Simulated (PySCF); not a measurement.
# [Lu(NH2)4]−: other functionals and bases at one geometry

Aim: see how levels, charges and forces of [Lu(NH2)4]− depend on the level of theory. The species was built from a template and needn't be a known compound.

Program: PySCF 2.14.0. Level of theory: several levels, as the steps say, no spin–orbit coupling. These are calculated values, not measurements.

1 further run of the same task is left out (for a known fault of the program).

### Step 1. The system as given

13 atoms, charge -1, spin multiplicity 1.

Bond lengths: Lu1–N2 2.198 Å, Lu1–N5 2.198 Å, Lu1–N8 2.198 Å, Lu1–N11 2.198 Å, N2–H3 1.019 Å, N2–H4 1.020 Å, N5–H6 1.020 Å, N5–H7 1.019 Å, N8–H9 1.020 Å, N8–H10 1.019 Å, N11–H12 1.019 Å, N11–H13 1.020 Å. Angles: N2–Lu1–N5 111.4°, N2–Lu1–N8 105.7°, N2–Lu1–N11 111.4°, N5–Lu1–N8 111.4°, N5–Lu1–N11 105.7°, N8–Lu1–N11 111.4°, Lu1–N2–H3 129.8°, Lu1–N2–H4 124.3°, H3–N2–H4 105.9°, Lu1–N5–H6 124.3°, Lu1–N5–H7 129.8°, H6–N5–H7 105.9°, Lu1–N8–H9 124.3°, Lu1–N8–H10 129.8°, H9–N8–H10 105.9°, Lu1–N11–H12 129.8°, Lu1–N11–H13 124.3°, H12–N11–H13 105.9°.

Coordinates:

```xyz
13
charge -1, multiplicity 1
Lu    0.0001    0.0000    0.0000
N     1.3281    1.1713    1.3028
H     1.2588    1.3646    2.3009
H     2.1969    1.6079    0.9938
N    -1.3279   -1.3028    1.1714
H    -2.1971   -0.9938    1.6076
H    -1.2589   -2.3009    1.3645
N     1.3281   -1.1713   -1.3028
H     2.1969   -1.6079   -0.9938
H     1.2588   -1.3646   -2.3009
N    -1.3279    1.3028   -1.1714
H    -1.2589    2.3009   -1.3645
H    -2.1971    0.9938   -1.6076
```

Formal oxidation states: Lu +3. Each metal's 14 4f electrons lie in its core potential, so multiplicities, spins and levels count the valence alone. An earlier session relaxed this geometry at PBE0, Lu lcecp-1-SVP with ECP60, N def2-SVP, H def2-SVP (singlet, point group S4).

At PBE0 on the finer grid: E = -263.536299 Eh, HOMO -1.14 eV, LUMO 4.32 eV, Mulliken charge on Lu1 +0.55 e, largest force component 0.007 eV/Å. 

Levels to run: revPBE; TPSS; PBE0, TZVP. Hardware: 2 threads of Arm Neoverse V2, shared host.

### Step 2. revPBE

run.py (the lines that set the calculation)

```python
mol = gto.M(atom='''
Lu     0.00007     0.00000     0.00000
N      1.32815     1.17135     1.30275
H      1.25880     1.36460     2.30093
H      2.19693     1.60792     0.99384
N     -1.32795    -1.30275     1.17142
H     -2.19706    -0.99382     1.60763
H     -1.25890    -2.30085     1.36451
N      1.32815    -1.17135    -1.30275
H      2.19693    -1.60792    -0.99384
H      1.25880    -1.36460    -2.30093
N     -1.32795     1.30275    -1.17142
H     -1.25890     2.30085    -1.36451
H     -2.19706     0.99382    -1.60763''',
    basis={'Lu': 'lcecp-1-SVP', 'N': 'def2-SVP', 'H': 'def2-SVP'},
    ecp={'Lu': 'lcecp-1-SVP'},
    charge=-1, spin=0)
mf = dft.RKS(mol, xc='PBE_R,PBE')
mf.grids.atom_grid = (75, 302)  # f atoms: unpruned, at least (60, 302)
mf = mf.density_fit()  # fitting sets: Lu AutoAux, N def2-universal-JKFIT, H def2-universal-JKFIT
mf.conv_tol = 1e-08; mf.max_cycle = 55
mf.kernel(dm0)  # dm0: the density of the relaxed state
```

Command:

```console
$ OMP_NUM_THREADS=2 python run.py
```

The log of the run:

```text
init E= -263.759922989914
  HOMO = 0.0153404759739887  LUMO = 0.139708286867283  gap/eV = 3.38422
cycle= 1 E= -263.762400959652  delta_E= -0.00248  |g|= 0.0523  |ddm|= 0.273
  HOMO = 0.00589168804197967  LUMO = 0.137457147880179  gap/eV = 3.58008
cycle= 2 E= -263.760143606086  delta_E= 0.00226  |g|= 0.11  |ddm|= 0.161
  HOMO = 0.0117458708792716  LUMO = 0.138337151592292  gap/eV = 3.44472
cycle= 3 E= -263.763128850525  delta_E= -0.00299  |g|= 0.00796  |ddm|= 0.0995
  HOMO = 0.011029462154097  LUMO = 0.138052346425743  gap/eV = 3.45647
cycle= 4 E= -263.763147943431  delta_E= -1.91e-05  |g|= 0.00163  |ddm|= 0.0179
  HOMO = 0.011188876478136  LUMO = 0.138127660415817  gap/eV = 3.45418
cycle= 5 E= -263.763148694965  delta_E= -7.52e-07  |g|= 0.000179  |ddm|= 0.00251
  HOMO = 0.0112084831416924  LUMO = 0.1381344024476  gap/eV = 3.45383
cycle= 6 E= -263.763148702954  delta_E= -7.99e-09  |g|= 1.39e-05  |ddm|= 0.000199
  HOMO = 0.0112053976824842  LUMO = 0.138132680947599  gap/eV = 3.45387
Extra cycle  E= -263.76314870293  delta_E= 2.44e-11  |g|= 1.81e-05  |ddm|= 5.35e-05
converged SCF energy = -263.76314870293
```

Run time: 8.1 s. Hardware: 2 threads of Arm Neoverse V2, shared host.

It gives: E = -263.763149 Eh, HOMO 0.30 eV, LUMO 3.76 eV, Mulliken charge on Lu1 +0.35 e, largest force component 0.427 eV/Å. The highest filled level lies above zero; it isn't the detachment energy.

### Step 3. TPSS

Edit run.py (the lines that set the calculation) of step 2 so:

```diff
@@ -17,3 +17,3 @@
     charge=-1, spin=0)
-mf = dft.RKS(mol, xc='PBE_R,PBE')
+mf = dft.RKS(mol, xc='TPSS')
 mf.grids.atom_grid = (75, 302)  # f atoms: unpruned, at least (60, 302)
```

Command:

```console
$ OMP_NUM_THREADS=2 python run.py
```

The log of the run:

```text
init E= -263.824123358835
  HOMO = 0.00919285426054333  LUMO = 0.143969218701244  gap/eV = 3.66745
cycle= 1 E= -263.826469329304  delta_E= -0.00235  |g|= 0.0235  |ddm|= 0.18
  HOMO = 0.00410893477244824  LUMO = 0.142314689185568  gap/eV = 3.76077
cycle= 2 E= -263.826116134324  delta_E= 0.000353  |g|= 0.0448  |ddm|= 0.068
  HOMO = 0.0066916294587987  LUMO = 0.142733973675488  gap/eV = 3.70190
cycle= 3 E= -263.826611037604  delta_E= -0.000495  |g|= 0.00365  |ddm|= 0.0415
  HOMO = 0.00634504852217726  LUMO = 0.142618904012506  gap/eV = 3.70820
cycle= 4 E= -263.826613899737  delta_E= -2.86e-06  |g|= 0.00113  |ddm|= 0.00787
  HOMO = 0.00647421569090341  LUMO = 0.142682144508882  gap/eV = 3.70641
cycle= 5 E= -263.826614333279  delta_E= -4.34e-07  |g|= 6.69e-05  |ddm|= 0.00223
  HOMO = 0.0064705279143818  LUMO = 0.142679208046529  gap/eV = 3.70643
cycle= 6 E= -263.826614335033  delta_E= -1.75e-09  |g|= 1.03e-05  |ddm|= 0.000117
  HOMO = 0.00646865449972576  LUMO = 0.142678500346085  gap/eV = 3.70646
Extra cycle  E= -263.826614334968  delta_E= 6.53e-11  |g|= 1.96e-05  |ddm|= 2.63e-05
converged SCF energy = -263.826614334968
```

It took 13 s on 2 threads of Arm Neoverse V2, shared host.

Result: E = -263.826614 Eh, HOMO 0.18 eV, LUMO 3.88 eV, Mulliken charge on Lu1 +0.43 e, largest force component 0.351 eV/Å. The highest filled level lies above zero; it isn't the detachment energy.

### Step 4. PBE0, TZVP

Basis: Lu lcecp-1-TZVP with ECP60, N def2-TZVP, H def2-TZVP. 

Edit run.py (the lines that set the calculation) of step 3 so:

```diff
@@ -14,6 +14,6 @@
 H     -2.19706     0.99382    -1.60763''',
-    basis={'Lu': 'lcecp-1-SVP', 'N': 'def2-SVP', 'H': 'def2-SVP'},
-    ecp={'Lu': 'lcecp-1-SVP'},
+    basis={'Lu': 'lcecp-1-TZVP', 'N': 'def2-TZVP', 'H': 'def2-TZVP'},
+    ecp={'Lu': 'lcecp-1-TZVP'},
     charge=-1, spin=0)
-mf = dft.RKS(mol, xc='TPSS')
+mf = dft.RKS(mol, xc='PBE0')
 mf.grids.atom_grid = (75, 302)  # f atoms: unpruned, at least (60, 302)
@@ -21,2 +21,2 @@
 mf.conv_tol = 1e-08; mf.max_cycle = 55
-mf.kernel(dm0)  # dm0: the density of the relaxed state
+mf.kernel(dm0)  # dm0: free metal ions and neutral atoms
```

Command:

```console
$ OMP_NUM_THREADS=2 python run.py
```

The log of the run:

```text
init E= -269.963907456378
  HOMO = -0.0151284254218282  LUMO = 0.121720512614038  gap/eV = 3.72385
cycle= 1 E= -263.550072006652  delta_E= 6.41  |g|= 1.23  |ddm|= 2.91
  HOMO = -0.13234291397446  LUMO = 0.141080962798465  gap/eV = 7.44024
cycle= 2 E= -263.392853583212  delta_E= 0.157  |g|= 1.42  |ddm|= 1.48
  HOMO = -0.0268625450943178  LUMO = 0.154920599831941  gap/eV = 4.94657
cycle= 3 E= -263.791280813799  delta_E= -0.398  |g|= 0.245  |ddm|= 0.93
  HOMO = -0.0582723431226218  LUMO = 0.144724750655021  gap/eV = 5.52383
cycle= 4 E= -263.803859321173  delta_E= -0.0126  |g|= 0.0673  |ddm|= 0.318
  HOMO = -0.052935477927414  LUMO = 0.147523594412911  gap/eV = 5.45477
cycle= 5 E= -263.805178246879  delta_E= -0.00132  |g|= 0.00554  |ddm|= 0.0922
  HOMO = -0.0526787131047375  LUMO = 0.147665970964477  gap/eV = 5.45166
cycle= 6 E= -263.80518575479  delta_E= -7.51e-06  |g|= 0.000691  |ddm|= 0.00656
  HOMO = -0.0526493680640907  LUMO = 0.147691487137035  gap/eV = 5.45155
cycle= 7 E= -263.805185871942  delta_E= -1.17e-07  |g|= 0.000138  |ddm|= 0.000881
  HOMO = -0.0526642481699574  LUMO = 0.14768786143123  gap/eV = 5.45186
cycle= 8 E= -263.805185878846  delta_E= -6.9e-09  |g|= 3.83e-05  |ddm|= 0.000238
  HOMO = -0.052657696262616  LUMO = 0.147689001321039  gap/eV = 5.45171
Extra cycle  E= -263.805185878786  delta_E= 6e-11  |g|= 4.4e-05  |ddm|= 5.83e-05
converged SCF energy = -263.805185878786
```

Wall time 31 s (2 threads of Arm Neoverse V2, shared host).

Read off: E = -263.805186 Eh, HOMO -1.43 eV, LUMO 4.02 eV, Mulliken charge on Lu1 +1.38 e, largest force component 0.312 eV/Å. 

### Step 5. Results

| level | state | HOMO (eV) | gap (eV) | charge on Lu1 (e) | dipole (D) | largest force (eV/Å) | basis functions | time |
| --- | --- | --- | --- | --- | --- | --- | --- | --- |
| PBE0 (relaxed here) | singlet | -1.14 | 5.47 | 0.55 | 0.00 | 0.01 | 129 | 28 s |
| revPBE | singlet | 0.30 | 3.45 | 0.35 | 0.00 | 0.43 | 129 | 8.1 s |
| TPSS | singlet | 0.18 | 3.71 | 0.43 | 0.00 | 0.35 | 129 | 13 s |
| PBE0, TZVP | singlet | -1.43 | 5.45 | 1.38 | 0.00 | 0.31 | 219 | 31 s |

Times are on 2 threads of Arm Neoverse V2, shared host; the first row also made further properties. The dipole of a charged species depends on the origin, so these sizes hold for this origin alone.

In one basis the HOMO–LUMO gap runs from 3.45 eV (revPBE) to 5.47 eV (PBE0). The largest leftover force, 0.43 eV/Å with revPBE, stands at a geometry relaxed at another level. The Mulliken charge on Lu spans +0.35 to +1.38 e over the levels. With 4f in the core, its levels are missing from HOMO and gap. Total energies of different levels can't be compared. Spin–orbit coupling is left out throughout.
